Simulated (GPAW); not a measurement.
# BHSeClF (SMILES FB(Cl)[SeH]): RPBE/real-space grid (scalar-relativistic datasets)

Wanted: the charge distribution of BHSeClF. Input form: an ASE script.

The results are computed with GPAW 26.7.0.

6 further runs of the same task are left out: 1 that didn't finish, 5 set aside as unsound or not needed. Runs told in other sessions of the task aren't counted.

## (1) Starting point

The species is BHSeClF (5 atoms), meant as a singlet with charge 0. As SMILES, `FB(Cl)[SeH]`. The shape comes from GFN2-xTB, which is rough for such elements, and wasn't checked as a minimum. This is one conformer, not always the lowest.

Bond lengths: F1–B2 1.319 Å, B2–Cl3 1.717 Å, B2–Se4 1.915 Å, Se4–H5 1.440 Å. Angles: F1–B2–Cl3 118.7°, F1–B2–Se4 117.3°, Cl3–B2–Se4 124.0°, B2–Se4–H5 97.4°.

## (2) The charge distribution at RPBE/real-space grid (scalar-relativistic datasets)

The input, molecule.sdf:

```

     RDKit          3D

  5  4  0  0  0  0  0  0  0  0999 V2000
    1.3253   -1.3068   -0.0878 F   0  0  0  0  0  0  0  0  0  0  0  0
    0.3063   -0.4951    0.1179 B   0  0  0  0  0  0  0  0  0  0  0  0
   -0.8595   -0.9200    1.3043 Cl  0  0  0  0  0  0  0  0  0  0  0  0
    0.2214    1.0940   -0.9468 Se  0  0  0  0  0  2  0  0  0  0  0  0
   -0.9934    1.6279   -0.3876 H   0  0  0  0  0  0  0  0  0  0  0  0
  2  1  1  0
  3  2  1  0
  4  2  1  0
  5  4  1  0
M  END
$$$$
```

The input, calc.py:

```python
import numpy as np
from ase.io import read
from ase.units import Debye
from gpaw import GPAW

# Set up the molecule
molecule = read('molecule.sdf')
molecule.center(vacuum=4.5)

# DFT calculator
calc = GPAW(mode='fd', h=0.2, xc='RPBE', maxiter=100, txt='-')
molecule.calc = calc

energy = molecule.get_potential_energy()
print(f'Energy                  {energy:.5f} eV')
forces = molecule.get_forces()
print('Forces (eV/Ang)')
for symbol, f in zip(molecule.symbols, forces):
    print(f'{symbol:2} {f[0]:9.4f} {f[1]:9.4f} {f[2]:9.4f}')
dipole = molecule.get_dipole_moment() / Debye
print(f'Dipole = {np.linalg.norm(dipole):.3f} D')
homo, lumo = calc.get_homo_lumo()
print(f'HOMO = {homo:.3f} eV')
print(f'LUMO = {lumo:.3f} eV')
print(f'Gap = {lumo - homo:.3f} eV')
```

Launch:

```sh
$ python calc.py
```

Output:

```text
__  _  _
 | _ |_)|_||  |
 |__||  | ||/\| - 26.7.0

units:  Angstrom and eV
cores:  1
OpenMP: False

Versions:
  Python: 3.12.14
  ASE:    3.29.0
  Numpy:  2.5.5
  Scipy:  1.18.1
  Libxc:  7.0.0

        _gpaw.cpython-312-aarch64-linux-gnu.so

Input parameters:
  mode=FD(),
  h=0.2,
  maxiter=100,
  xc=XC(name='RPBE')

Diagonalizing LCAO Hamiltonian
Converting LCAO to fd mode
        .---------------------------.
       /|                           |
      / |                           |
     /  |                           |
    /   |                           |
   /    |                           |
  /     |                           |
 *      |                           |
 |      |                           |
 |      |                           |
 |      |      Cl                   |
 |      |         BSe               |
 |      |            F              |
 |      |                           |
 |      .---------------------------.
 |     /                           /
 |    /                           /
 |   /                           /
 |  /                           /
 | /                           /
 |/                           /
 *---------------------------*

Atoms  # Å, Bohr magnetons
|   | symbol |        x |        y |        z |    initial magnetic moments |
|---|--------|----------|----------|----------|-----------------------------|
| 0 |      F | 6.818700 | 4.500000 | 5.359000 | ( 0.0000,  0.0000,  0.0000) |
| 1 |      B | 5.799700 | 5.311700 | 5.564700 | ( 0.0000,  0.0000,  0.0000) |
| 2 |     Cl | 4.633900 | 4.886800 | 6.751100 | ( 0.0000,  0.0000,  0.0000) |
| 3 |     Se | 5.714800 | 6.900800 | 4.500000 | ( 0.0000,  0.0000,  0.0000) |
| 4 |      H | 4.500000 | 7.434700 | 5.059200 | ( 0.0000,  0.0000,  0.0000) |

Unit cell  # Å
| periodic |         x |         y |         z |   lengths |    angles |
|----------|-----------|-----------|-----------|-----------|-----------|
|       no | 11.318700 |  0.000000 |  0.000000 | 11.318700 | 90.000000 |
|       no |  0.000000 | 11.934700 |  0.000000 | 11.934700 | 90.000000 |
|       no |  0.000000 |  0.000000 | 11.251100 | 11.251100 | 90.000000 |

Number of symmetries: 1
Symmetry operations  # r_c * U_cc + t_c -> r_c
|   | kind |            matrix            |
|---|------|------------------------------|
| 0 |  E   |  1, 0, 0,  0, 1, 0,  0, 0, 1 |

BZ-sampling:
  Number of BZ points: 1
  Number of IBZ points: 1

  Monkhorst-Pack size: [1, 1, 1]
  Monkhorst-Pack shift: [0, 0, 0]

K-points  # in reciprocal-cell coordinates
|   |                                coordinates |     weight |
|---|--------------------------------------------|------------|
| 0 | (  0.00000000,   0.00000000,   0.00000000) | 1.00000000 |

Uniform wave function grid shape: (np.int64(55), np.int64(59), np.int64(55))
Spin-components: 1 (collinear spins)
Bands:           17
Projectors:      23
Spin-degeneracy: 2
Datatype:        float64

  Storage: CPU
  Wave functions: 24_272_600 bytes (24_272_600 per core)

Parallelization:
  kpt:    1
  domain: 1
  band:   1

Density:
  Valence electrons: 24.0
  Components: 1
  Grid points: [56 60 56]
  Charge: 0.0  # |e|

Potential:
  Grid points: [56 60 56]

species:
  F:
    name:    Fluorine
    Z:       9.0
    valence: 7
    core:    2
    charge:  0.0  # [|e|]
    file:    F.RPBE.gz
    compensation charges:
      type: gauss
      rc: 0.20  # [Å]
      lmax: 2
    cutoffs:
      filter: 1.14  # [Å]
      core: 0.74  # [Å]
    projectors
    | kind |    occ | energy [eV] | rcut [Å] |
    |------|--------|-------------|----------|
    |   2s |  2.000 |     -29.979 |    0.635 |
    |   2p |  5.000 |     -11.057 |    0.635 |
    |    s |        |      -2.768 |    0.635 |
    |    p |        |      16.154 |    0.635 |
    |    d |        |       0.000 |    0.635 |

    Using partial waves for F as LCAO basis

  B:
    name:    Boron
    Z:       5.0
    valence: 3
    core:    2
    charge:  0.0  # [|e|]
    file:    B.RPBE.gz
    compensation charges:
      type: gauss
      rc: 0.20  # [Å]
      lmax: 2
    cutoffs:
      filter: 1.14  # [Å]
      core: 1.38  # [Å]
    projectors
    | kind |    occ | energy [eV] | rcut [Å] |
    |------|--------|-------------|----------|
    |   2s |  2.000 |      -9.489 |    0.635 |
    |   2p |  1.000 |      -3.587 |    0.635 |
    |    s |        |      17.723 |    0.635 |
    |    p |        |      23.625 |    0.635 |
    |    d |        |       0.000 |    0.635 |

    Using partial waves for B as LCAO basis

  Cl:
    name:    Chlorine
    Z:       17.0
    valence: 7
    core:    10
    charge:  0.0  # [|e|]
    file:    Cl.RPBE.gz
    compensation charges:
      type: gauss
      rc: 0.25  # [Å]
      lmax: 2
    cutoffs:
      filter: 1.40  # [Å]
      core: 1.49  # [Å]
    projectors
    | kind |    occ | energy [eV] | rcut [Å] |
    |------|--------|-------------|----------|
    |   3s |  2.000 |     -20.687 |    0.794 |
    |   3p |  5.000 |      -8.572 |    0.794 |
    |    s |        |       6.524 |    0.794 |
    |    p |        |      18.639 |    0.794 |
    |    d |        |       0.000 |    0.794 |

    Using partial waves for Cl as LCAO basis

  Se:
    name:    Selenium
    Z:       34.0
    valence: 6
    core:    28
    charge:  0.0  # [|e|]
    file:    Se.RPBE.gz
    compensation charges:
      type: gauss
      rc: 0.27  # [Å]
      lmax: 2
    cutoffs:
      filter: 1.77  # [Å]
      core: 2.67  # [Å]
    projectors
    | kind |    occ | energy [eV] | rcut [Å] |
    |------|--------|-------------|----------|
    |   4s |  2.000 |     -17.221 |    0.847 |
    |   4p |  4.000 |      -6.481 |    1.005 |
    |    s |        |       9.991 |    0.847 |
    |    p |        |      20.730 |    1.005 |
    |    d |        |       0.000 |    0.847 |

    Using partial waves for Se as LCAO basis

  H:
    name:    Hydrogen
    Z:       1.0
    valence: 1
    core:    0
    charge:  0.0  # [|e|]
    file:    H.RPBE.gz
    compensation charges:
      type: gauss
      rc: 0.15  # [Å]
      lmax: 2
    cutoffs:
      filter: 0.85  # [Å]
      core: 0.53  # [Å]
    projectors
    | kind |    occ | energy [eV] | rcut [Å] |
    |------|--------|-------------|----------|
    |   1s |  1.000 |      -6.572 |    0.476 |
    |    s |        |      20.639 |    0.476 |
    |    p |        |       0.000 |    0.476 |

    Using partial waves for H as LCAO basis

Reference energy: -82068.855339  # eV

eigensolver:
  PPCG
  Converge bands: occupied
  niter=2

density mixing:
  MSR1-Mixer
  Pratt-step length: 0.05
  Maximum mixing coefficient: 0.75
  Old densities: 10
  SVD Regularization: 0.005
  Good broyden scale: 1.0
  Trust region scale: 1.0
  Backstep threshold: 4.0
  History deletion threshold: 6.0
  Fourier metric: weight=20.0, sigma=0.015

occupation numbers:
  # Zero width

FastPoissonSolver using
    Stencil: 6*3+1=19 point O(h^6) finite-difference Laplacian
    FFT axes: []
    FST axes: [np.int64(0), np.int64(2), np.int64(1)]

xc functional:
  name: RPBE with 2 nearest neighbor stencil
interpolation: tri-quintic # 5. degree polynomial

Initialization done in: 1.302 s

convergence criteria:
- Maximum [total energy] change in last 3 cyles: 0.0005 eV / valence electron
- Maximum integral of absolute [dens]ity change: 0.0001 electrons / valence electron
- Maximum integral of absolute [eigenst]ate change: 4e-08 eV^2 / valence electron
maximum number of iterations: 100

SCF iterations
|iter     |     time |      energy | eigst |  dens |
|---------|----------|-------------|-------|-------|
|iter:   1| 00:00:02 |  -22.111164 | +0.90 |       |
|iter:   2| 00:00:03 |  -22.078634 | -0.26 | -1.00 |
|iter:   3| 00:00:04 |  -21.571811 | -0.07 | -1.03 |
|iter:   4| 00:00:05 |  -21.544306 | -0.83 | -1.44 |
|iter:   5| 00:00:06 |  -21.543765 | -1.61 | -1.82 |
|iter:   6| 00:00:07 |  -21.544551c| -2.20 | -2.35 |
|iter:   7| 00:00:08 |  -21.544678c| -3.04 | -2.78 |
|iter:   8| 00:00:09 |  -21.544712c| -3.87 | -3.25 |
|iter:   9| 00:00:10 |  -21.544715c| -4.51 | -3.79 |
|iter:  10| 00:00:10 |  -21.544716c| -5.21 | -4.17c|
|iter:  11| 00:00:11 |  -21.544716c| -5.79 | -4.55c|
|iter:  12| 00:00:12 |  -21.544716c| -6.42 | -5.02c|
|iter:  13| 00:00:13 |  -21.544716c| -7.00 | -5.47c|
|iter:  14| 00:00:14 |  -21.544716c| -7.59c| -5.82c|

Converged in 14 steps
SCF loop duration: 12.967 s (0.926 s/step)
Energy contributions relative to reference atoms: (reference = -82068.855339)

Energy contributions:
  Kinetic:          35.371895
  Coulomb:         -36.677675
  Zero:              0.620924
  External:          0.000000
  Xc:              -20.859860
  Entropy:           0.000000
  Spinorbit:         0.000000
  ----------------------------
  Free energy:     -21.544716
  Extrapolated:    -21.544716

dipole moment: (-0.140965, 0.197707, -0.031881)  # |e|*Ang

Fermi level: -4.150
Eigenvalues  # (at kpt = [0.000, 0.000, 0.000])
| band index |      eig [eV] | occ [0-2] |
|------------|---------------|-----------|
|          0 |       -31.045 |     2.000 |
|        ... |               |           |
|          4 |       -12.113 |     2.000 |
|          5 |       -11.585 |     2.000 |
|          6 |       -11.463 |     2.000 |
|          7 |        -9.896 |     2.000 |
|          8 |        -8.768 |     2.000 |
|          9 |        -8.728 |     2.000 |
|         10 |        -7.741 |     2.000 |
|         11 |        -6.644 |     2.000 |
|         12 |        -1.656 |     0.000 |
|         13 |        -1.155 |     0.000 |
|         14 |        -0.498 |     0.000 |
|         15 |         0.331 |     0.000 |
|         16 |         0.699 |     0.000 |

Gap: 4.988 eV
Transition (v -> c):
  (s=0, k=0, n=11, [0.00, 0.00, 0.00]) -> (s=0, k=0, n=12, [0.00, 0.00, 0.00])
No difference between direct/indirect transitions
vacuum-level: 0.000  # V
Energy                  -21.54472 eV

Forces  # eV/Ang
|        x |        y |        z |
|----------|----------|----------|
|  0.55690 | -0.86456 | -0.53549 |  # F    0
| -0.03771 |  0.23935 | -0.11260 |  # B    1
| -0.91929 | -0.36308 |  0.92459 |  # Cl   2
|  0.90533 |  0.50219 | -1.03078 |  # Se   3
| -0.78848 |  0.24245 |  0.46114 |  # H    4

Force computation time: 0.044  # s
Forces (eV/Ang)
F     0.5569   -0.8646   -0.5355
B    -0.0377    0.2394   -0.1126
Cl   -0.9193   -0.3631    0.9246
Se    0.9053    0.5022   -1.0308
H    -0.7885    0.2424    0.4611
Dipole = 1.176 D
HOMO = -6.644 eV
LUMO = -1.656 eV
Gap = 4.988 eV
```

Run time: 15 s. Hardware: 1 thread of Arm Neoverse V2, shared host; peak memory 0.53 GiB.

## (3) Summary of results

At RPBE/real-space grid (scalar-relativistic datasets):

```
                                              quantity        value
energy as printed (from the program's reference atoms)  -21.5447 eV
                                         dipole moment       1.18 D
                                           HOMO energy     -6.64 eV
                                           LUMO energy     -1.66 eV
                                         HOMO–LUMO gap      4.99 eV
```
